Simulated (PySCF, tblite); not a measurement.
# ReCl₄O radical: EPR parameters, part 2 of 2

tblite 0.8.0 and PySCF 2.14.0. Atoms count from 0. The steps go on from the part before.

### Step 6. EPR parameters (ReCl₄O radical, [O]=[Re]([Cl])([Cl])([Cl])[Cl]): PBE0/pcH-1 Re:dyall-v2z, spin-free

Job settings and geometry (Å):

```
{"job": {"kind": "hepr", "xc": "PBE0", "basis": {"default": "pcH-1", "Re": "dyall-v2z"}, "rel": "sf"}, "charge": 0, "multiplicity": 2}
O     -0.555859    -0.886268    -1.474953
Re    -0.044300    -0.077739    -0.128846
Cl     1.777730    -1.199693     0.673566
Cl    -1.166888    -1.031266     1.615412
Cl    -1.450091     1.701702     0.150519
Cl     1.463512     1.463215    -0.880415
```

With the program's defaults for keys left out, this is: PBE0/pcH-1 Re:dyall-v2z EPR parameters from three collinear SCF solutions, X2C without spin-orbit coupling, Gaussian nuclei, gas phase.

What it wrote:

```text
spin-free SCF
coarse grid: 39384 points
cycle   1  E = -18612.2442146840  dE =  1.291e+00  |g| = 2.688e+00  |ddm| = 1.907e+00
cycle   2  E = -18594.5650655420  dE =  1.768e+01  |g| = 8.578e+00  |ddm| = 7.639e+00
cycle   3  E = -18612.4936752259  dE = -1.793e+01  |g| = 2.343e+00  |ddm| = 5.771e+00
cycle   4  E = -18612.7371742826  dE = -2.435e-01  |g| = 1.984e+00  |ddm| = 2.250e+00
cycle   5  E = -18614.3715530758  dE = -1.634e+00  |g| = 4.390e-01  |ddm| = 1.208e+00
cycle   6  E = -18614.3990201278  dE = -2.747e-02  |g| = 3.252e-01  |ddm| = 4.085e-01
cycle   7  E = -18614.4386886491  dE = -3.967e-02  |g| = 3.070e-02  |ddm| = 2.028e-01
cycle   8  E = -18614.4389880637  dE = -2.994e-04  |g| = 1.487e-02  |ddm| = 3.017e-02
cycle   9  E = -18614.4390691709  dE = -8.111e-05  |g| = 5.346e-03  |ddm| = 1.155e-02
cycle  10  E = -18614.4390845064  dE = -1.534e-05  |g| = 1.783e-03  |ddm| = 4.635e-03
cycle  11  E = -18614.4390878354  dE = -3.329e-06  |g| = 1.144e-03  |ddm| = 3.148e-03
final grid: 73784 points
cycle  12  E = -18614.4390980078  dE = -6.527e-05  |g| = 2.925e-02  |ddm| = 3.000e-03
cycle  13  E = -18614.4390816911  dE =  1.632e-05  |g| = 6.908e-03  |ddm| = 5.754e-03
cycle  14  E = -18614.4389445111  dE =  1.372e-04  |g| = 2.039e-02  |ddm| = 1.435e-02
cycle  15  E = -18614.4390981066  dE = -1.536e-04  |g| = 2.874e-03  |ddm| = 1.011e-02
cycle  16  E = -18614.4391010513  dE = -2.945e-06  |g| = 5.141e-04  |ddm| = 1.990e-03
cycle  17  E = -18614.4391011529  dE = -1.015e-07  |g| = 1.135e-04  |ddm| = 3.976e-04
cycle  18  E = -18614.4391012048  dE = -5.194e-08  |g| = 8.756e-05  |ddm| = 5.186e-04
cycle  19  E = -18614.4391012106  dE = -5.835e-09  |g| = 1.423e-05  |ddm| = 1.457e-04
converged SCF energy = -18614.4391012106
two-component SCF, magnetisation along principal axis 1
cycle   1  E = -18614.4391012125  dE = -1.861e+04  |FDS-SDF| = 2.012e-05
cycle   2  E = -18614.4391012125  dE =  6.912e-11  |FDS-SDF| = 3.834e-05
converged, E = -18614.4391012125
two-component SCF, magnetisation along principal axis 2
cycle   1  E = -18614.4391012122  dE = -1.861e+04  |FDS-SDF| = 2.012e-05
cycle   2  E = -18614.4391012120  dE =  2.037e-10  |FDS-SDF| = 3.834e-05
converged, E = -18614.4391012120
two-component SCF, magnetisation along principal axis 3
cycle   1  E = -18614.4391012124  dE = -1.861e+04  |FDS-SDF| = 2.012e-05
cycle   2  E = -18614.4391012122  dE =  1.892e-10  |FDS-SDF| = 3.834e-05
converged, E = -18614.4391012122

g tensor 2.00257 2.00257 2.00301   isotropic 2.00272

Hyperfine (MHz)
atom isotope      a_iso        A1        A2        A3
  0    17O        3.67      -3.55       7.07       7.49
  1  187Re     -694.41   -1116.17    -483.92    -483.16
  2   35Cl        1.56     -15.72      -9.04      29.43
  3   35Cl        1.77     -16.76     -10.14      32.22
  4   35Cl        1.64     -16.02      -9.32      30.27
  5   35Cl        1.72     -16.58      -9.97      31.71

Field gradients (au) and densities at the nuclei (bohr^-3)
atom        Vxx        Vyy        Vzz        centre      nuclear mean
  0 O      0.0790     0.0956    -0.1746        313.151        313.140
  1 Re    -2.4730    -2.6903     5.1633    1541300.562    1425399.403
  2 Cl    -0.6046    -1.6658     2.2704       2828.768       2839.963
  3 Cl    -0.6251    -1.5850     2.2101       2828.765       2839.960
  4 Cl    -0.6130    -1.6454     2.2584       2828.768       2839.963
  5 Cl    -0.6210    -1.5973     2.2182       2828.765       2839.960
without picture change
  1 Re                           6.0143                   3979118.961
```

It took 5.9 min on 1 thread of Arm Neoverse V1, shared host; peak memory 1.7 GiB.

Key values:

```
quantity   value
  g(iso)  2.0027
```

### Step 7. EPR parameters (ReCl4O radical, [O]=[Re]([Cl])([Cl])([Cl])[Cl]): PBE0/pcH-1 Re:dyall-v2z, non-relativistic

Job settings and geometry (Å):

```
{"job": {"kind": "hepr", "xc": "PBE0", "basis": {"default": "pcH-1", "Re": "dyall-v2z"}, "rel": "nr"}, "charge": 0, "multiplicity": 2}
O     -0.555859    -0.886268    -1.474953
Re    -0.044300    -0.077739    -0.128846
Cl     1.777730    -1.199693     0.673566
Cl    -1.166888    -1.031266     1.615412
Cl    -1.450091     1.701702     0.150519
Cl     1.463512     1.463215    -0.880415
```

With the program's defaults for keys left out, this is: PBE0/pcH-1 Re:dyall-v2z EPR parameters from three collinear SCF solutions, non-relativistic, Gaussian nuclei, gas phase.

What it wrote:

```text
non-relativistic SCF
coarse grid: 39384 points
cycle   1  E = -17698.1877648048  dE = -2.321e+03  |g| = 2.065e+01  |ddm| = 4.901e+00
cycle   2  E = -17674.4607651101  dE =  2.373e+01  |g| = 1.499e+01  |ddm| = 8.881e+00
cycle   3  E = -17469.8059680178  dE =  2.047e+02  |g| = 2.740e+01  |ddm| = 3.837e+01
cycle   4  E = -17700.6352390177  dE = -2.308e+02  |g| = 4.126e+00  |ddm| = 3.786e+01
cycle   5  E = -17683.2135556969  dE =  1.742e+01  |g| = 6.096e+00  |ddm| = 5.137e+00
cycle   6  E = -17700.6112585313  dE = -1.740e+01  |g| = 2.638e+00  |ddm| = 4.333e+00
cycle   7  E = -17700.0121073979  dE =  5.992e-01  |g| = 2.609e+00  |ddm| = 3.090e+00
cycle   8  E = -17703.1206577380  dE = -3.109e+00  |g| = 7.864e-01  |ddm| = 2.102e+00
cycle   9  E = -17703.3280253336  dE = -2.074e-01  |g| = 2.486e-01  |ddm| = 4.300e-01
cycle  10  E = -17703.3310828111  dE = -3.057e-03  |g| = 2.538e-01  |ddm| = 2.358e-01
cycle  11  E = -17703.3481986117  dE = -1.712e-02  |g| = 8.938e-02  |ddm| = 1.119e-01
cycle  12  E = -17703.3500221771  dE = -1.824e-03  |g| = 3.042e-02  |ddm| = 6.480e-02
cycle  13  E = -17703.3503563646  dE = -3.342e-04  |g| = 1.407e-02  |ddm| = 3.595e-02
cycle  14  E = -17703.3504410772  dE = -8.471e-05  |g| = 3.577e-03  |ddm| = 1.270e-02
cycle  15  E = -17703.3504467394  dE = -5.662e-06  |g| = 1.262e-03  |ddm| = 3.349e-03
final grid: 73784 points
cycle  16  E = -17703.3501147969  dE =  2.724e-06  |g| = 3.510e-03  |ddm| = 3.637e-03
cycle  17  E = -17703.3500842606  dE =  3.054e-05  |g| = 9.819e-03  |ddm| = 8.837e-03
cycle  18  E = -17703.3501188422  dE = -3.458e-05  |g| = 1.202e-03  |ddm| = 6.524e-03
cycle  19  E = -17703.3501188506  dE = -8.389e-09  |g| = 1.121e-03  |ddm| = 1.302e-03
cycle  20  E = -17703.3501192155  dE = -3.650e-07  |g| = 6.052e-04  |ddm| = 7.689e-04
cycle  21  E = -17703.3501193712  dE = -1.556e-07  |g| = 1.017e-04  |ddm| = 3.991e-04
cycle  22  E = -17703.3501193912  dE = -1.999e-08  |g| = 8.681e-05  |ddm| = 2.127e-04
cycle  23  E = -17703.3501194110  dE = -1.981e-08  |g| = 2.307e-05  |ddm| = 3.805e-04
cycle  24  E = -17703.3501194113  dE = -3.274e-10  |g| = 5.090e-06  |ddm| = 3.173e-05
converged SCF energy = -17703.3501194113
two-component SCF, magnetisation along principal axis 1
cycle   1  E = -17703.3501194110  dE = -1.770e+04  |FDS-SDF| = 7.199e-06
cycle   2  E = -17703.3501194107  dE =  2.474e-10  |FDS-SDF| = 1.542e-05
converged, E = -17703.3501194107
two-component SCF, magnetisation along principal axis 2
cycle   1  E = -17703.3501194109  dE = -1.770e+04  |FDS-SDF| = 7.199e-06
cycle   2  E = -17703.3501194112  dE = -3.856e-10  |FDS-SDF| = 1.542e-05
converged, E = -17703.3501194112
two-component SCF, magnetisation along principal axis 3
cycle   1  E = -17703.3501194110  dE = -1.770e+04  |FDS-SDF| = 7.199e-06
cycle   2  E = -17703.3501194108  dE =  1.928e-10  |FDS-SDF| = 1.542e-05
converged, E = -17703.3501194108

Hyperfine (MHz)
atom isotope      a_iso        A1        A2        A3
  0    17O        3.18      -1.96       5.47       6.04
  1  187Re     -509.60    -935.07    -297.26    -296.48
  2   35Cl        1.50     -16.26     -10.60      31.35
  3   35Cl        1.80     -17.54     -11.91      34.85
  4   35Cl        1.60     -16.62     -10.95      32.38
  5   35Cl        1.74     -17.32     -11.70      34.23

Field gradients (au) and densities at the nuclei (bohr^-3)
atom        Vxx        Vyy        Vzz        centre      nuclear mean
  0 O      0.0005     0.0314    -0.0319        309.682        309.669
  1 Re    -2.4760    -2.6201     5.0961     297874.375     296137.293
  2 Cl    -0.5968    -1.5414     2.1383       3209.745       3207.556
  3 Cl    -0.6155    -1.4477     2.0632       3209.745       3207.555
  4 Cl    -0.6057    -1.5160     2.1217       3209.746       3207.556
  5 Cl    -0.6109    -1.4630     2.0739       3209.745       3207.555
```

Run time: 5.1 min. Hardware: 1 thread of Arm Neoverse V1, shared host; peak memory 1.6 GiB.

### Step 8. What came out

What follows sums up all 2 parts.

| quantity | value |
| --- | --- |
| strongest single infrared mode (GFN2-xTB) | 224 cm⁻¹, 62 km/mol |
| zero-point energy (GFN2-xTB) | 4.3 kcal/mol |
| point group | C2v |
| rotational constants (main isotopes) | 1.19, 1.18, 0.75 GHz |
| g(iso) (step 5, PBE0/pcH-1 Re:dyall-v2z, spin–orbit) | 1.8822 |
| a(iso) (step 5, PBE0/pcH-1 Re:dyall-v2z, spin–orbit) | 187Re Re1 -950.4, 35Cl Cl4 4.8, 35Cl Cl3 4.8 MHz |
| surface potential, 1st and 99th percentile | -0.20 V and 1.63 V |
| g(iso) (step 6, PBE0/pcH-1 Re:dyall-v2z, spin-free) | 2.0027 |
| a(iso) (step 6, PBE0/pcH-1 Re:dyall-v2z, spin-free) | 187Re Re1 -694.4, 17O O0 3.7, 35Cl Cl3 1.8 MHz |
| a(iso) (step 7, PBE0/pcH-1 Re:dyall-v2z, non-relativistic) | 187Re Re1 -509.6, 17O O0 3.2, 35Cl Cl3 1.8 MHz |

What this shows: All 12 modes are real, so the xTB geometry is a minimum. The strongest single mode, at 224 cm⁻¹, moves mainly O0. GFN2-xTB is a fitted tight-binding method: band positions and strengths are rough. Its intensities can rank the bands wrongly. Over 13 steps the energy fell by 0.435 eV; of the close pairs, Re1–Cl3 changed most, 2.182 to 2.283 Å (PBE0/def2-SVP). Without spin-orbit coupling g stays near the free electron's, so those rows hold no g shift.
